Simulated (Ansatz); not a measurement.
# CH₆BFOSSi: a ladder of functionals and wavefunction methods

Aim: compute CH₆BFOSSi with functionals from several rungs and with coupled cluster, and see how far each lands from CCSD(T) at the basis-set limit for the atomisation energy.

Computed with Ansatz 0.2.0, Gaussian basis. Level: functionals in def2-TZVPP, the program's frozen cores in correlated methods.

The runs, in order: PBE-D4, r2SCAN-D4, PBE0-D4, B3LYP-D4, ωB97X-V, ωB97M-V, B2PLYP; CCSD(T)/def2-TZVPP; MP2/def2-QZVPP; extrapolation to the limit.

**1. Structure used throughout**

An earlier PBE0-D4 in a triple-zeta def2 set relaxation fixed the geometry.

12 atoms, charge 0, spin multiplicity 1.

Atoms are counted from 1 here; the program's logs count them from 0.

Bond lengths: B1–O2 1.349 Å, B1–H7 1.203 Å, B1–H8 1.197 Å, O2–Si3 1.642 Å, Si3–C4 1.844 Å, Si3–F5 1.591 Å, Si3–S6 2.118 Å, C4–H9 1.092 Å, C4–H10 1.091 Å, C4–H11 1.093 Å, S6–H12 1.344 Å. Angles: O2–B1–H7 120.1°, O2–B1–H8 118.0°, H7–B1–H8 121.9°, B1–O2–Si3 135.1°, O2–Si3–C4 114.0°, O2–Si3–F5 105.9°, O2–Si3–S6 104.1°, C4–Si3–F5 107.7°, C4–Si3–S6 114.5°, F5–Si3–S6 110.3°, Si3–C4–H9 110.3°, Si3–C4–H10 111.0°, Si3–C4–H11 110.4°, H9–C4–H10 108.3°, H9–C4–H11 108.1°, H10–C4–H11 108.7°, Si3–S6–H12 93.2°.

**2. PBE-D4 (GGA)**

Contents of in.yaml:

```yaml
crystal:
  periodic: [false, false, false]
  atoms:
    - {symbol: B, position_ang: [-2.073096, 0.418156, 0.825704]}
    - {symbol: O, position_ang: [-0.986566, 1.064154, 0.355198]}
    - {symbol: Si, position_ang: [0.510464, 0.609945, -0.142721]}
    - {symbol: C, position_ang: [0.886223, -1.172889, 0.141909]}
    - {symbol: F, position_ang: [1.536911, 1.465984, 0.721203]}
    - {symbol: S, position_ang: [0.581488, 1.207713, -2.173051]}
    - {symbol: H, position_ang: [-2.053982, -0.777416, 0.959590]}
    - {symbol: H, position_ang: [-3.039481, 1.069456, 1.100453]}
    - {symbol: H, position_ang: [1.896361, -1.406147, -0.202673]}
    - {symbol: H, position_ang: [0.183858, -1.811187, -0.396559]}
    - {symbol: H, position_ang: [0.828699, -1.409576, 1.207226]}
    - {symbol: H, position_ang: [1.806020, 0.686506, -2.362178]}
basis:
  gaussian: {orbitals: def2-TZVPP}
hamiltonian: {xc: pbe, dispersion: d4}
output: {forces: true, orbitals: {seedname: orbitals}}
```

Run with:

```
$ ansatz run in.yaml --threads 2 --pin off --events-out ev --progress --plain --max-ram 22528MiB --backend cuda --devices 0, --max-vram 18GiB
```

Further steps of the session: r2SCAN-D4 (meta-GGA); PBE0-D4 (hybrid); B3LYP-D4 (hybrid); ωB97X-V (range-separated); ωB97M-V (range-separated); B2PLYP (double hybrid); CCSD(T) in def2-TZVPP; MP2 in def2-QZVPP.

Q: Predict the results of all the runs planned. Wanted: atomisation energy, CCSD(T)/CBS; farthest; mean size of error, hybrid; mean size of error, range-separated; gap, smallest and largest; T1 diagnostic; triples share of the correlation energy.

The runs gave:

| quantity | value |
| --- | --- |
| atomisation energy, CCSD(T)/CBS | 4689.6 kJ/mol |
| functionals within 23.4 kJ/mol (0.5 %) | r2SCAN-D4, PBE0-D4, B3LYP-D4, ωB97X-V, ωB97M-V |
| farthest | B2PLYP (-54.8 kJ/mol) |
| mean size of error, hybrid | 18.8 kJ/mol |
| mean size of error, range-separated | 15.8 kJ/mol |
| gap, smallest and largest | 4.76 eV (PBE-D4), 11.59 eV (ωB97X-V) |
| T1 diagnostic | 0.0122 |
| triples share of the correlation energy | 3.6 % |

**Reading.** PBE-D4 misses by +44.8 kJ/mol. Double hybrids carry the basis error of their MP2 part in triple zeta, and no dispersion term here, so their miss is partly the set-up's. Misses under about 23.4 kJ/mol are within the doubt on the reference itself, which lacks core-valence correlation, relativity and higher excitations. Hartree-Fock recovers 75 % of the binding; the rest is correlation. Orbital gaps span 4.8 to 11.6 eV; exact exchange widens them.
